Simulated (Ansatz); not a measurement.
# GaH₃S (SMILES [SH][GaH2]): a rigid scan of the angle H5–Ga2–H4

One table from this session's results is given with a row withheld; the runs are named, their logs left out.

Method: single points in def2-TZVPP; program: Ansatz 0.2.0, Gaussian basis.

Levels: PBE-D4, r2SCAN-D4, PBE0-D4, B3LYP-D4, wB97M-V, Hartree-Fock, MP2, CCSD, CCSD(T). The scan takes 102.7, 108.7, 114.7, 120.7, 126.7, 132.7, 138.7, 144.7, 150.7°.

Correlated methods freeze the cores. Filled d shells of the heavier atoms are correlated. B3LYP uses VWN-RPA correlation.

36 further runs of the same task are left out: 36 set aside as unsound or not needed.

## The starting structure

SMILES `[SH][GaH2]`, 5 atoms, charge 0, spin multiplicity 1.

Atoms are counted from 1 here; the program's logs count them from 0.

Bond lengths: S1–Ga2 1.460 Å, S1–H3 1.312 Å, Ga2–H4 0.759 Å. Angles: Ga2–S1–H3 121.7°, S1–Ga2–H4 97.4°.

Geometry (Å):

```xyz
5
GaH3S
S    -0.13020   -0.68410    0.58020
Ga   -0.31210    0.42550   -0.35140
H     1.02080   -1.30140    0.70110
H    -0.92700    0.15630   -0.70610
H     0.39840    1.33010   -0.26520
```

Set-up of the first run:

The input, pre/in.yaml:

```yaml
crystal:
  periodic: [false, false, false]
  atoms:
    - {symbol: S, position_ang: [-0.130200, -0.684100, 0.580200]}
    - {symbol: Ga, position_ang: [-0.312100, 0.425500, -0.351400]}
    - {symbol: H, position_ang: [1.020800, -1.301400, 0.701100]}
    - {symbol: H, position_ang: [-0.927000, 0.156300, -0.706100]}
    - {symbol: H, position_ang: [0.398400, 1.330100, -0.265200]}
basis:
  gaussian: {orbitals: def2-SVP}
hamiltonian: {xc: pbe, dispersion: d4}
relax: {f_tol: 0.03, max_steps: 250}
```

The command line of these runs was not kept.

Steps of the session up to this table: A first relaxation in a small basis; Relaxation at PBE0-D4; The minimum at every level; H5–Ga2–H4 = 102.7°; H5–Ga2–H4 = 108.7°; H5–Ga2–H4 = 114.7°; H5–Ga2–H4 = 120.7°; H5–Ga2–H4 = 126.7°; H5–Ga2–H4 = 132.7°; H5–Ga2–H4 = 138.7°; H5–Ga2–H4 = 144.7°; H5–Ga2–H4 = 150.7°.

One table of the session follows, with a row left open; its other results are not shown here.

Energies less that of the minimum at the same level (meV):

```
      angle (°)  PBE-D4  PBE0-D4  B3LYP-D4  wB97M-V  Hartree-Fock
          102.7     279      291       287      292           315
          108.7     157      163       160      163           172
          114.7      71       72        71       72            72
          120.7      18       18        17       18            15
126.7 (minimum)       0        0         0        0             0
          126.7       0        0         0        0             0
          132.7      16       18        19       19            28
          138.7       ?        ?         ?        ?             ?
          144.7     157      170       174      175           220
          150.7     287      309       315      316           391
```

Q: Estimate the row for angle (°) = 138.7 from the others.

Worked estimate for «PBE-D4». A straight line through the neighbours (132.7, 16) and (144.7, 157) gives 16 + (157 − 16) × (138.7 − 132.7) / (144.7 − 132.7) = 86; a parabola fitted to 4 rows on both sides gives 68.

**Answer.** PBE-D4: 68; PBE0-D4: 74; B3LYP-D4: 76; wB97M-V: 77; Hartree-Fock: 100. In «PBE-D4» the line misses by +18 and the parabola by +0.

To keep in mind: A polynomial through the near points puts the CCSD(T) minimum 0.4° below the PBE0-D4 value.
